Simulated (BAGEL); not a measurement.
# One shape, several levels: triplet GaNH4O2

We compute a comparison of 3 runs (UHF/3-21G, ROHF/6-31G*, UHF/6-31G*) of triplet GaNH4O2. 

Program for the calculation: BAGEL 1.2.2.

26 further runs of the same task are left out: 1 that didn't finish, 25 set aside as unsound or not needed.

**1. The system as given**

The species is GaNH4O2 (8 atoms), meant as a triplet with charge 0. As SMILES of the parent species, `[NH2][Ga]([OH])[OH]`. Geometry: relaxed at PBE0-D4/def2-TZVP. This is one conformer, not always the lowest. That shape belongs to the parent species and isn't relaxed for this state.

Bond lengths: N1–Ga2 1.809 Å, Ga2–O3 1.777 Å, Ga2–O4 1.785 Å, N1–H5 1.007 Å, N1–H6 1.006 Å, O3–H7 0.960 Å, O4–H8 0.959 Å. Angles: N1–Ga2–O3 119.2°, N1–Ga2–O4 124.8°, O3–Ga2–O4 115.9°, Ga2–N1–H5 119.5°, Ga2–N1–H6 121.6°, Ga2–O3–H7 112.6°, Ga2–O4–H8 114.8°, H5–N1–H6 111.4°.

**2. The energy at UHF/3-21G (density fitting with qzvpp-jkfit) (run 1)**

Input file input.json:

```json
{ "bagel" : [

{
  "title" : "molecule",
  "basis" : "3-21g",
  "df_basis" : "qzvpp-jkfit",
  "angstrom" : true,
  "geometry" : [
    { "atom" : "N", "xyz" : [      -1.492100,       0.219900,       0.286200 ] },
    { "atom" : "Ga", "xyz" : [       0.280500,       0.070800,      -0.042300 ] },
    { "atom" : "O", "xyz" : [       1.348200,       1.445900,       0.316200 ] },
    { "atom" : "O", "xyz" : [       1.059800,      -1.345600,      -0.798200 ] },
    { "atom" : "H", "xyz" : [      -1.827200,       0.968900,       0.869400 ] },
    { "atom" : "H", "xyz" : [      -2.086100,      -0.589000,       0.350800 ] },
    { "atom" : "H", "xyz" : [       2.255200,       1.288100,       0.045800 ] },
    { "atom" : "H", "xyz" : [       0.461800,      -2.058900,      -1.027800 ] }
  ]
},

{ "title" : "uhf", "nopen" : 2 },

{ "title" : "print", "file" : "orbitals.molden", "orbitals" : true }

]}
```

On the command line:

```sh
BAGEL_NUM_THREADS=1 BAGEL input.json > input.out
```

What it wrote:

```text
* using 1 threads per process

  ===============================================================
  ===============================================================

  *** Geometry ***

  { "atom" : "N", "xyz" : [     -2.819660,      0.415551,      0.540840 ] },
  { "atom" : "Ga", "xyz" : [      0.530068,      0.133793,     -0.079935 ] },
  { "atom" : "O", "xyz" : [      2.547729,      2.732355,      0.597531 ] },
  { "atom" : "O", "xyz" : [      2.002732,     -2.542815,     -1.508379 ] },
  { "atom" : "H", "xyz" : [     -3.452908,      1.830956,      1.642928 ] },
  { "atom" : "H", "xyz" : [     -3.942158,     -1.113049,      0.662916 ] },
  { "atom" : "H", "xyz" : [      4.261710,      2.434156,      0.086549 ] },
  { "atom" : "H", "xyz" : [      0.872676,     -3.890757,     -1.942261 ] },

  Number of auxiliary basis functions:      569

  Since a DF basis is specified, we compute 2- and 3-index integrals:
    o Being stored without compression. Storage requirement is 0.015 GB

  Number of basis functions:       57
  Number of electrons      :       58

    * METHOD: MOLECULE                             0.26

  *** Open-shell HF ***

  === Nuclear Repulsion ===
   294.6207969230

      * DIIS with orbital gradients will be used.

  === UHF iteration (3-21g) ===
      0      -2118.82686621          0.06703647           0.13
      1      -2119.01313283          0.04712914           0.12
      2      -2119.08667911          0.03185009           0.12
      3      -2119.14173417          0.00135424           0.12
      4      -2119.14345762          0.00066890           0.12
      5      -2119.14407817          0.00039646           0.12
      6      -2119.14436482          0.00024380           0.13
      7      -2119.14446986          0.00016393           0.12
      8      -2119.14452621          0.00012250           0.13
      9      -2119.14456288          0.00009164           0.13
[... 14 lines of this table left out ...]
     24      -2119.14460073          0.00000004           0.12
     25      -2119.14460073          0.00000002           0.12
     26      -2119.14460073          0.00000001           0.13
     27      -2119.14460073          0.00000001           0.13
    * SCF iteration converged.

    * S^2 (UHF) is 2.0097

    * Permanent dipole moment:
           (    2.118432,    -0.100796,     0.166634) a.u.

    * METHOD: UHF                                  3.67

    * METHOD: PRINT                                0.01

  ===============================================================
```

Wall time 4.2 s (1 thread of Arm Neoverse V1, shared host); peak memory 0.1 GiB.

**3. A single-point energy at ROHF/6-31G(d) (density fitting with qzvpp-jkfit, spherical functions) (run 2)**

Edit input.json of step 2 so:

```diff
@@ -4,3 +4,3 @@
   "title" : "molecule",
-  "basis" : "3-21g",
+  "basis" : "6-31gs.json",
   "df_basis" : "qzvpp-jkfit",
@@ -19,3 +19,3 @@
 
-{ "title" : "uhf", "nopen" : 2 },
+{ "title" : "rohf", "nopen" : 2 },
```

The basis set 6-31G* is read from a file made from the Basis Set Exchange's data (not shown).

On the command line:

```sh
BAGEL_NUM_THREADS=1 BAGEL input.json > input.out
```

What it wrote:

```text
* using 1 threads per process

  ===============================================================
  ===============================================================

  *** Geometry ***

  { "atom" : "N", "xyz" : [     -2.819660,      0.415551,      0.540840 ] },
  { "atom" : "Ga", "xyz" : [      0.530068,      0.133793,     -0.079935 ] },
  { "atom" : "O", "xyz" : [      2.547729,      2.732355,      0.597531 ] },
  { "atom" : "O", "xyz" : [      2.002732,     -2.542815,     -1.508379 ] },
  { "atom" : "H", "xyz" : [     -3.452908,      1.830956,      1.642928 ] },
  { "atom" : "H", "xyz" : [     -3.942158,     -1.113049,      0.662916 ] },
  { "atom" : "H", "xyz" : [      4.261710,      2.434156,      0.086549 ] },
  { "atom" : "H", "xyz" : [      0.872676,     -3.890757,     -1.942261 ] },

  Number of auxiliary basis functions:      569

  Since a DF basis is specified, we compute 2- and 3-index integrals:
    o Being stored without compression. Storage requirement is 0.031 GB

  Number of basis functions:       82
  Number of electrons      :       58

    * METHOD: MOLECULE                             0.36

  *** Open-shell HF ***

  === Nuclear Repulsion ===
   294.6207969230

      * DIIS with orbital gradients will be used.

  === ROHF iteration (6-31gs.json) ===
      0      -2128.93896509          0.05301153           0.20
      1      -2129.12034689          0.04208788           0.19
      2      -2129.22144654          0.03088647           0.19
      3      -2129.33583509          0.00141492           0.19
      4      -2129.33758448          0.00091103           0.19
      5      -2129.33824036          0.00043461           0.20
      6      -2129.33868746          0.00026933           0.20
      7      -2129.33891159          0.00016266           0.20
      8      -2129.33898334          0.00011515           0.19
      9      -2129.33902555          0.00009461           0.20
[... 14 lines of this table left out ...]
     24      -2129.33909759          0.00000008           0.19
     25      -2129.33909758          0.00000004           0.19
     26      -2129.33909758          0.00000002           0.19
     27      -2129.33909758          0.00000001           0.19
    * SCF iteration converged.

    * S^2 (ROHF) is 2.0000

    * Permanent dipole moment:
           (    1.892363,    -0.138507,     0.229550) a.u.

    * METHOD: ROHF                                 5.67

    * METHOD: PRINT                                0.02

  ===============================================================
```

It took 6.3 s on 1 thread of Arm Neoverse V1, shared host; peak memory 0.14 GiB.

**4. A single-point energy at UHF/6-31G(d) (density fitting with qzvpp-jkfit, spherical functions) (run 3)**

Input file calc.json:

```json
{ "bagel": [

{
  "title": "molecule",
  "basis": "6-31gs.json",
  "df_basis": "qzvpp-jkfit",
  "angstrom": true,
  "geometry": [
    { "atom": "N", "xyz": [      -1.492100,       0.219900,       0.286200 ] },
    { "atom": "Ga", "xyz": [       0.280500,       0.070800,      -0.042300 ] },
    { "atom": "O", "xyz": [       1.348200,       1.445900,       0.316200 ] },
    { "atom": "O", "xyz": [       1.059800,      -1.345600,      -0.798200 ] },
    { "atom": "H", "xyz": [      -1.827200,       0.968900,       0.869400 ] },
    { "atom": "H", "xyz": [      -2.086100,      -0.589000,       0.350800 ] },
    { "atom": "H", "xyz": [       2.255200,       1.288100,       0.045800 ] },
    { "atom": "H", "xyz": [       0.461800,      -2.058900,      -1.027800 ] }
  ]
},

{ "title": "uhf", "nopen": 2 },

{ "title": "print", "file": "orbitals.molden", "orbitals": true }

]}
```

The basis set 6-31G* is read from a file made from the Basis Set Exchange's data (not shown).

On the command line:

```sh
BAGEL_NUM_THREADS=1 BAGEL calc.json > calc.out
```

What it wrote:

```text
* using 1 threads per process

  ===============================================================
  ===============================================================

  *** Geometry ***

  { "atom" : "N", "xyz" : [     -2.819660,      0.415551,      0.540840 ] },
  { "atom" : "Ga", "xyz" : [      0.530068,      0.133793,     -0.079935 ] },
  { "atom" : "O", "xyz" : [      2.547729,      2.732355,      0.597531 ] },
  { "atom" : "O", "xyz" : [      2.002732,     -2.542815,     -1.508379 ] },
  { "atom" : "H", "xyz" : [     -3.452908,      1.830956,      1.642928 ] },
  { "atom" : "H", "xyz" : [     -3.942158,     -1.113049,      0.662916 ] },
  { "atom" : "H", "xyz" : [      4.261710,      2.434156,      0.086549 ] },
  { "atom" : "H", "xyz" : [      0.872676,     -3.890757,     -1.942261 ] },

  Number of auxiliary basis functions:      569

  Since a DF basis is specified, we compute 2- and 3-index integrals:
    o Being stored without compression. Storage requirement is 0.031 GB

  Number of basis functions:       82
  Number of electrons      :       58

    * METHOD: MOLECULE                             0.36

  *** Open-shell HF ***

  === Nuclear Repulsion ===
   294.6207969230

      * DIIS with orbital gradients will be used.

  === UHF iteration (6-31gs.json) ===
      0      -2128.93896509          0.05301153           0.20
      1      -2129.12590659          0.04198632           0.19
      2      -2129.22790295          0.03077177           0.19
      3      -2129.34113359          0.00140274           0.19
      4      -2129.34296447          0.00088730           0.19
      5      -2129.34363332          0.00042032           0.19
      6      -2129.34409786          0.00026984           0.19
      7      -2129.34436326          0.00017241           0.19
      8      -2129.34446010          0.00012703           0.19
      9      -2129.34452434          0.00010049           0.19
[... 13 lines of this table left out ...]
     23      -2129.34461280          0.00000004           0.19
     24      -2129.34461280          0.00000003           0.19
     25      -2129.34461280          0.00000001           0.19
     26      -2129.34461280          0.00000001           0.19
    * SCF iteration converged.

    * S^2 (UHF) is 2.0112

    * Permanent dipole moment:
           (    1.952044,    -0.150712,     0.255051) a.u.

    * METHOD: UHF                                  5.43

    * METHOD: PRINT                                0.02

  ===============================================================
```

It took 6 s on 1 thread of Arm Neoverse V1, shared host; peak memory 0.14 GiB.

**5. All runs side by side**

| run | level | energy (Eh) | dipole moment (D) | ⟨S²⟩ | wall time |
| --- | --- | --- | --- | --- | --- |
| 1 | UHF/3-21G (density fitting with qzvpp-jkfit) | -2119.144601 | 5.41 | 2.010 | 4.2 s |
| 2 | ROHF/6-31G* (density fitting with qzvpp-jkfit, spherical functions) | -2129.339098 | 4.86 | 2.000 | 6.3 s |
| 3 | UHF/6-31G* (density fitting with qzvpp-jkfit, spherical functions) | -2129.344613 | 5.02 | 2.011 | 6 s |

**6. Summary of results**

| quantity | value |
| --- | --- |
| run 3: total energy | -2129.34461 Eh |
| run 3: dipole moment | 5.02 D |
| run 3: ⟨S²⟩ | 2.011 |

**Reading.** The dipole moment (its size) runs from 4.86 D (ROHF/6-31G*) to 5.41 D (UHF/3-21G). The two ends differ in method and basis. All runs together took 17 s, the longest 6.3 s.
